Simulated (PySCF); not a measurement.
# The bond of SnI, level by level

What are the lowest state that PBE0 finds, the bond length, vibrational wavenumber and bond energy of SnI, and how much do these hang on the method?

Program: PySCF 2.14.0. Level of theory: Sn def2-SVP with ECP28, I def2-SVP with ECP28, scalar-relativistic core potentials. These are calculated values, not measurements.

### 1 The job

A driver script around PySCF takes these settings:

| Quantity | Value |
| --- | --- |
| atoms | Sn, I |
| charge | 0 |
| basis | Sn def2-SVP with ECP28, I def2-SVP with ECP28 |
| Hamiltonian | scalar-relativistic core potentials |
| basis functions | 52 |
| electrons treated | 47 |
| masses in u | 119.9022, 126.9045 |
| levels | PBE0, PBE, r²SCAN, BLYP, MN15, r²SCAN0, LC-ωPBE, HF, MP2, SCS-MP2, CCSD, CCSD(T) |
| grid | 80 radial by 434 angular points |
| occupations | held fixed by the projection of orbital angular momentum |
| dissociation limit | Sn + I, each in its ground configuration |
| starting distance in angstrom | 2.660 |
| values of 2S to try | 1, 3 |

Run with:

```bash
OMP_NUM_THREADS=1 python dia.py task.json out
```

Further steps of the session: The PBE0 curve of the state that the search chose; Excited determinants; PBE; r²SCAN (meta-GGA); BLYP (GGA); MN15 (hybrid meta-GGA); r²SCAN0 (hybrid meta-GGA); LC-ωPBE; UHF (mean field); Adding correlation.

Q: Predict the outcome of this session. Wanted: for each run, Re; ωe; De; μ.

The runs gave:

Lowest PBE0 solution found, without spin–orbit coupling: ²Π (doublet), unpaired electrons π ↑. State 2 has its PBE0 minimum 2.80 eV higher. The other levels ran on the lowest alone.

| level | Re (Å) | ωe (cm⁻¹) | De (eV) | μ (D) |
| --- | --- | --- | --- | --- |
| UHF | 2.774 | 189.0 | 1.80 | -3.29 |
| UHF-MP2 | 2.743 | 199.1 | 2.67 | n/a |
| UHF-SCS-MP2 | 2.755 | 195.3 | 2.57 | n/a |
| UHF-CCSD | 2.756 | 194.9 | 2.50 | n/a |
| UHF-CCSD(T) | 2.758 | 194.3 | 2.59 | n/a |
| PBE | 2.757 | 189.8 | 3.19 | -2.13 |
| BLYP | 2.793 | 180.8 | 3.05 | -2.21 |
| r²SCAN | 2.739 | 195.4 | 3.10 | -2.27 |
| PBE0 | 2.735 | 196.6 | 3.03 | -2.42 |
| r²SCAN0 | 2.726 | 199.6 | 2.96 | -2.46 |
| MN15 | 2.732 | 196.3 | 2.91 | -2.34 |
| LC-ωPBE | 2.707 | 205.1 | 2.74 | -2.67 |

De is counted to Sn + I in their ground configurations. A positive dipole means Sn(−)I(+).

Differences from CCSD(T) in the same basis:

| level | Re (mÅ) | ωe (%) |
| --- | --- | --- |
| UHF | +16 | -2.7 |
| UHF-MP2 | -14 | +2.5 |
| UHF-SCS-MP2 | -3 | +0.5 |
| UHF-CCSD | -1 | +0.3 |
| PBE | -1 | -2.3 |
| BLYP | +35 | -6.9 |
| r²SCAN | -18 | +0.6 |
| PBE0 | -22 | +1.2 |
| r²SCAN0 | -32 | +2.7 |
| MN15 | -25 | +1.0 |
| LC-ωPBE | -51 | +5.6 |

**Reading.** Judged by CCSD(T) in the same basis: best bond length UHF-CCSD and PBE (-1 mÅ), worst LC-ωPBE (-51 mÅ); best wavenumber UHF-CCSD (+0.3 %), worst BLYP (-6.9 %). CCSD(T) in a basis this small is itself some way from its limit, more so than the functionals. Among the levels with a De in the table, it runs from 1.80 eV (UHF) to 3.19 eV (PBE).

Correlated steps freeze 8 core orbitals. These are scalar-relativistic numbers at best; spin–orbit coupling would shift them, the dissociation energy most. With spin–orbit coupling the term label itself may not hold.
